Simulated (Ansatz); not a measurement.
# C₂H₆OSi₂: up Jacob's ladder to CCSD(T)

Aim: compute C₂H₆OSi₂ with functionals from several rungs and with coupled cluster. The yardstick is the atomisation energy at the CCSD(T) limit.

Computed with Ansatz 0.2.0, Gaussian basis. Level: functionals in def2-TZVPP, the program's frozen cores in correlated methods.

The runs, in order: PBE-D4, r2SCAN-D4, PBE0-D4, B3LYP-D4, ωB97X-V, ωB97M-V, B2PLYP; CCSD(T)/def2-TZVPP; MP2/def2-QZVPP; extrapolation to the limit.

**1. The geometry**

An earlier PBE0-D4 in a triple-zeta def2 set relaxation fixed the geometry.

11 atoms, charge 0, spin multiplicity 1.

Atoms are counted from 1 here; the program's logs count them from 0.

Bond lengths: O1–Si2 1.638 Å, O1–H6 0.959 Å, Si2–C3 1.783 Å, Si2–C4 1.808 Å, Si2–H7 1.471 Å, C3–C4 1.354 Å, C3–H8 1.086 Å, C4–Si5 1.848 Å, Si5–H9 1.489 Å, Si5–H10 1.486 Å, Si5–H11 1.487 Å. Angles: Si2–O1–H6 117.3°, O1–Si2–C3 125.2°, O1–Si2–C4 124.7°, O1–Si2–H7 104.8°, C3–Si2–C4 44.3°, C3–Si2–H7 124.1°, C4–Si2–H7 123.6°, Si2–C3–C4 68.8°, Si2–C3–H8 159.3°, C4–C3–H8 131.9°, Si2–C4–C3 66.9°, Si2–C4–Si5 156.7°, C3–C4–Si5 136.4°, C4–Si5–H9 111.4°, C4–Si5–H10 109.5°, C4–Si5–H11 109.2°, H9–Si5–H10 109.2°, H9–Si5–H11 109.0° and more.

**2. PBE-D4 (GGA)**

in.yaml

```yaml
crystal:
  periodic: [false, false, false]
  atoms:
    - {symbol: O, position_ang: [-1.873290, 1.594447, -1.299761]}
    - {symbol: Si, position_ang: [-0.387766, 0.903467, -1.312534]}
    - {symbol: C, position_ang: [-0.064085, -0.839890, -1.126869]}
    - {symbol: C, position_ang: [0.265046, -0.158489, -0.003537]}
    - {symbol: Si, position_ang: [0.932571, -0.577034, 1.668398]}
    - {symbol: H, position_ang: [-2.568289, 1.135385, -0.824580]}
    - {symbol: H, position_ang: [0.445190, 1.816090, -2.111649]}
    - {symbol: H, position_ang: [-0.023003, -1.897205, -1.371219]}
    - {symbol: H, position_ang: [1.200086, -2.035798, 1.797667]}
    - {symbol: H, position_ang: [2.193916, 0.173575, 1.901142]}
    - {symbol: H, position_ang: [-0.054977, -0.171548, 2.703442]}
basis:
  gaussian: {orbitals: def2-TZVPP}
hamiltonian: {xc: pbe, dispersion: d4}
output: {forces: true, orbitals: {seedname: orbitals}}
```

Started as:

```bash
$ ansatz run in.yaml --threads 4 --pin off --events-out ev --progress --plain --max-ram 10444MiB
```

The runs that follow: r2SCAN-D4 (meta-GGA); PBE0-D4 (hybrid); B3LYP-D4 (hybrid); ωB97X-V (range-separated); ωB97M-V (range-separated); B2PLYP (double hybrid); CCSD(T) in def2-TZVPP; MP2 in def2-QZVPP.

**Question.** What will the summary of the whole plan be? Wanted: atomisation energy, CCSD(T)/CBS; farthest; mean size of error, hybrid; mean size of error, range-separated; gap, smallest and largest; T1 diagnostic; triples share of the correlation energy.

As calculated:

| quantity | value |
| --- | --- |
| atomisation energy, CCSD(T)/CBS | 973.1 kcal/mol |
| functionals within 4.9 kcal/mol (0.5 %) | r2SCAN-D4, PBE0-D4, B3LYP-D4, ωB97X-V, ωB97M-V |
| farthest | B2PLYP (-13.1 kcal/mol) |
| mean size of error, hybrid | 4.1 kcal/mol |
| mean size of error, range-separated | 2.5 kcal/mol |
| gap, smallest and largest | 3.93 eV (PBE-D4), 10.68 eV (ωB97X-V) |
| T1 diagnostic | 0.0125 |
| triples share of the correlation energy | 4.2 % |

In words: PBE-D4 misses by +10.9 kcal/mol. Double hybrids carry the basis error of their MP2 part in triple zeta, and no dispersion term here, so their miss is partly the set-up's. Misses under about 4.9 kcal/mol are within the doubt on the reference itself, which lacks core-valence correlation, relativity and higher excitations. Hartree-Fock recovers 73 % of the binding; the rest is correlation. Orbital gaps span 3.9 to 10.7 eV; exact exchange widens them.
